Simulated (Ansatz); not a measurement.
# SrHO radical: geometry and frequencies at several levels

The task here is to estimate one member of a computed series from the others.

Method: the levels named in each step, in Ansatz 0.2.0.

## The system as given

Bond lengths: O1–Sr2 1.933 Å, O1–H3 0.955 Å. Angles: Sr2–O1–H3 180.0°.

Coordinates:

```xyz
3

O     0.0000    0.0000   -0.3260
Sr    0.0000    0.0000    1.6067
H     0.0000    0.0000   -1.2807
```

Set-up of the first run:

Input file input.yaml:

```yaml
crystal:
  periodic: [false, false, false]
  atoms:
    - { symbol: O, position_ang: [0.0, 0.0, -0.38323655] }
    - { symbol: Sr, position_ang: [0.0, 0.0, 1.73559736] }
    - { symbol: H, position_ang: [0.0, 0.0, -1.35236082] }
magnetization:
  spin_polarized: true
  initial_magnetization: 1
basis:
  gaussian: { orbitals: def2-TZVPP }
hamiltonian:
  xc: pbe0
  dispersion: d4
relax:
  f_tol: 0.002
  max_steps: 150
```

The run is started by

```sh
$ ansatz run input.yaml --threads 2 --pin off --max-ram 5120MiB --backend cpu --events-out ev --progress --plain --runs-dir out
```

Steps of the session up to this table: Relaxation, PBE0-D4/def2-TZVPP; Frequencies, PBE0-D4/def2-TZVPP; Relaxation, PBE-D4/def2-TZVPP; Frequencies, PBE-D4/def2-TZVPP; Relaxation, r2SCAN-D4/def2-TZVPP; Frequencies, r2SCAN-D4/def2-TZVPP; Relaxation, B3LYP-D4/def2-TZVPP; Frequencies, B3LYP-D4/def2-TZVPP; Relaxation, B2PLYP/def2-TZVPP.

One table of the session follows, with a row left open; its other results are not shown here.

It belongs to the step «Geometries side by side». 

```
               level  O1–Sr2 (Å)  rotational constants (MHz)  dipole (D)  highest frequency (cm⁻¹)
  PBE0-D4/def2-TZVPP      2.0910                      7592.9        1.15                      3991
   PBE-D4/def2-TZVPP           ?                           ?           ?                         ?
r2SCAN-D4/def2-TZVPP      2.0998                      7530.5        1.28                      3932
 B3LYP-D4/def2-TZVPP      2.1090                      7467.4        1.60                      3932
   B2PLYP/def2-TZVPP      2.1107                        7456        1.57                         -
```

Q: Estimate the row for PBE-D4/def2-TZVPP from the others.

**Answer.** O1–Sr2 (Å): 2.0976; rotational constants (MHz): 7540.5; dipole (D): 1.25; highest frequency (cm⁻¹): 3829. In the column «O1–Sr2 (Å)» it lies between PBE0-D4/def2-TZVPP (2.0910) and r2SCAN-D4/def2-TZVPP (2.0998).
